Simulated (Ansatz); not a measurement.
# C₃H₉NSi: how energies converge with the basis set

How large a basis does C₃H₉NSi need? Two functionals are run in growing sets.

Method: one geometry, several basis sets; program: Ansatz 0.2.0, Gaussian basis.

Levels to be run: PBE0-D4/def2-SVP; ωB97M-V/def2-SVP; PBE0-D4/def2-QZVPP; ωB97M-V/def2-QZVPP; the functionals' def2-TZVPP values are taken from earlier runs.

### Step 1. The geometry

An earlier PBE0-D4 in a triple-zeta def2 set relaxation fixed the geometry.

SMILES `CCC(=N)[SiH3]`, 14 atoms, charge 0, spin multiplicity 1.

Atoms are counted from 1 here; the program's logs count them from 0.

Bond lengths: C1–C2 1.524 Å, C1–H6 1.093 Å, C1–H7 1.092 Å, C1–H8 1.091 Å, C2–C3 1.504 Å, C2–H9 1.096 Å, C2–H10 1.097 Å, C3–N4 1.271 Å, C3–Si5 1.902 Å, N4–H11 1.026 Å, Si5–H12 1.490 Å, Si5–H13 1.488 Å, Si5–H14 1.480 Å. Angles: C2–C1–H6 111.5°, C2–C1–H7 111.1°, C2–C1–H8 110.8°, H6–C1–H7 107.7°, H6–C1–H8 107.4°, H7–C1–H8 108.1°, C1–C2–C3 112.8°, C1–C2–H9 110.6°, C1–C2–H10 109.1°, C3–C2–H9 108.9°, C3–C2–H10 108.2°, H9–C2–H10 107.0°, C2–C3–N4 125.2°, C2–C3–Si5 119.8°, N4–C3–Si5 115.0°, C3–N4–H11 111.0°, C3–Si5–H12 109.8°, C3–Si5–H13 109.8° and more.

Coordinates:

```mol
C3H9NSi
  3D, bonds by distance, orders not assigned

 14 13  0  0  0  0  0  0  0  0999 V2000
   -0.7891    0.3483    1.4697 C   0  0
    0.3747   -0.4778    0.9353 C   0  0
    0.3345   -0.6433   -0.5592 C   0  0
    0.3318   -1.7565   -1.1729 N   0  0
    0.2550    0.8923   -1.6786 Si  0  0
   -0.7926    1.3561    1.0457 H   0  0
   -1.7465   -0.1178    1.2270 H   0  0
   -0.7260    0.4500    2.5546 H   0  0
    0.3905   -1.4693    1.4029 H   0  0
    1.3172    0.0170    1.1998 H   0  0
    0.3549   -2.5405   -0.5109 H   0  0
    1.0546    1.9962   -1.0767 H   0  0
   -1.1519    1.3630   -1.7874 H   0  0
    0.7799    0.5530   -3.0204 H   0  0
  1  2  8  0
  2  3  8  0
  3  4  8  0
  3  5  8  0
  1  6  8  0
  1  7  8  0
  1  8  8  0
  2  9  8  0
  2 10  8  0
  4 11  8  0
  5 12  8  0
  5 13  8  0
  5 14  8  0
M  END
```

### Step 2. PBE0-D4 in def2-SVP

File in.yaml:

```yaml
crystal:
  periodic: [false, false, false]
  atoms:
    - {symbol: C, position_ang: [-0.789121, 0.348320, 1.469726]}
    - {symbol: C, position_ang: [0.374728, -0.477764, 0.935335]}
    - {symbol: C, position_ang: [0.334510, -0.643292, -0.559232]}
    - {symbol: N, position_ang: [0.331781, -1.756541, -1.172864]}
    - {symbol: Si, position_ang: [0.255040, 0.892279, -1.678578]}
    - {symbol: H, position_ang: [-0.792634, 1.356072, 1.045703]}
    - {symbol: H, position_ang: [-1.746526, -0.117812, 1.227030]}
    - {symbol: H, position_ang: [-0.725996, 0.450018, 2.554578]}
    - {symbol: H, position_ang: [0.390450, -1.469276, 1.402932]}
    - {symbol: H, position_ang: [1.317236, 0.017044, 1.199752]}
    - {symbol: H, position_ang: [0.354899, -2.540547, -0.510946]}
    - {symbol: H, position_ang: [1.054558, 1.996167, -1.076726]}
    - {symbol: H, position_ang: [-1.151877, 1.362956, -1.787414]}
    - {symbol: H, position_ang: [0.779854, 0.552979, -3.020395]}
basis:
  gaussian: {orbitals: def2-SVP}
hamiltonian: {xc: pbe0, dispersion: d4}
output: {orbitals: {seedname: orbitals}}
```

The runs that follow: ωB97M-V in def2-SVP; PBE0-D4 in def2-QZVPP; ωB97M-V in def2-QZVPP.

**Question.** What will the summary of the whole plan be? Wanted: PBE0-D4: double and triple zeta above quadruple; ωB97M-V: double and triple zeta above quadruple.

As calculated:

| quantity | value |
| --- | --- |
| PBE0-D4: double and triple zeta above quadruple | 8.55, 0.54 eV |
| ωB97M-V: double and triple zeta above quadruple | 8.84, 0.51 eV |

What this shows: PBE0-D4 gains 8.01 eV from double to triple zeta, then 0.54 eV more. These are total energies; as a rule much of such shifts cancels in differences, which this series doesn't test.
